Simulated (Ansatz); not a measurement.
**SiGeH (sextet): from Hartree-Fock to the top rungs, cc-pVDZ**

How much of the correlation energy of SiGeH (sextet) does each wave-function method recover here?

Method: cc-pVDZ, core rule «outside noble gas», up to 19 orbitals frozen; program: Ansatz 0.2.0, Gaussian basis.

To be run: UHF; CCSD(T) on ROHF; CCSD(T) on UHF; BCCD(T) on ROHF; CISD; CCSDT(Q) on ROHF; CCSDT(Q) on UHF; CCSDTQ on ROHF; CCSDTQ on UHF; CASSCF and MRCISD+Q, 9 electrons in 9 orbitals; CASSCF and NEVPT2, 9 electrons in 9 orbitals.

3 further runs of the same task are left out: 3 set aside as unsound or not needed.

**1. The geometry**

The geometry is a PBE0/def2-TZVP stationary point (not a proven minimum) of the parent state, kept for this charge and spin. No spin-orbit coupling is included. The filled d shell of Ge may be among the frozen orbitals whatever the setting's name suggests; the logs give the count.

3 atoms, charge 0, spin multiplicity 6.

Atoms are counted from 1 here; the program's logs count them from 0.

Bond lengths: Si1–Ge2 2.394 Å, Ge2–H3 1.592 Å. Angles: Si1–Ge2–H3 106.5°.

**2. UHF**

in.yaml reads:

```yaml
crystal:
  periodic: [false, false, false]
  atoms:
    - {symbol: Si, position_ang: [0.000000, 0.040626, 1.737197]}
    - {symbol: Ge, position_ang: [0.000000, -0.036181, -0.655626]}
    - {symbol: H, position_ang: [0.000000, 1.475453, -1.156210]}
basis:
  gaussian: {orbitals: cc-pVDZ}
magnetization: {spin_polarized: true, initial_magnetization: 5}
hamiltonian: {xc: hf}
output: {orbitals: {seedname: orbitals}}
```

Started as:

```console
> ansatz run in.yaml --threads 1 --pin off --events-out ev --progress --plain --max-ram 4096MiB --backend cpu
```

After this run come: CCSD(T) on ROHF; CCSD(T) on UHF; BCCD(T) on ROHF; CISD; CCSDT(Q) on ROHF; CCSDT(Q) on UHF; CCSDTQ on ROHF; CCSDTQ on UHF; CASSCF and MRCISD+Q, 9 electrons in 9 orbitals; CASSCF and NEVPT2, 9 electrons in 9 orbitals.

Q: Predict the results of all the runs planned. Wanted: UCCSDTQ below the RHF energy; RMP2 from UCCSDTQ; UMP2 from UCCSDTQ; RCCSD from UCCSDTQ; RCCSD(T) from UCCSDTQ; UCCSD(T) from UCCSDTQ; RCCSDT(Q) from UCCSDTQ; UCCSDT(Q) from UCCSDTQ; NEVPT2 valence from UCCSDTQ.

**Answer**, as computed:

| quantity | value |
| --- | --- |
| UCCSDTQ below the RHF energy | -3.7975 eV |
| RMP2 from UCCSDTQ | +95.3 kJ/mol |
| UMP2 from UCCSDTQ | +93.7 kJ/mol |
| RCCSD from UCCSDTQ | +16.6 kJ/mol |
| RCCSD(T) from UCCSDTQ | +5.3 kJ/mol |
| UCCSD(T) from UCCSDTQ | +3.9 kJ/mol |
| RCCSDT(Q) from UCCSDTQ | +1.5 kJ/mol |
| UCCSDT(Q) from UCCSDTQ | +0.1 kJ/mol |
| NEVPT2 valence from UCCSDTQ | +78.0 kJ/mol |
| MRCISD+Q valence from UCCSDTQ | +5.4 kJ/mol |
| levels within 1 kcal/mol (43 meV) | UCCSD(T), RCCSDT, UCCSDT, RCCSDT(Q), UCCSDT(Q), RCCSDTQ |
| T1 diagnostic | 0.039 |
| effectively unpaired electrons | 5.01 |

**Reading.** RCCSD(T) lands +5.3 kJ/mol from the yardstick (1.4 % of the correlation energy). One determinant dominates. Of the multireference levels listed MRCISD+Q valence comes nearest in total energy (+5.4 kJ/mol), which doesn't show that its space is the better one. These misses are within one basis, not against nature; the frozen cores of restricted and unrestricted runs differ, which can shift their rows.
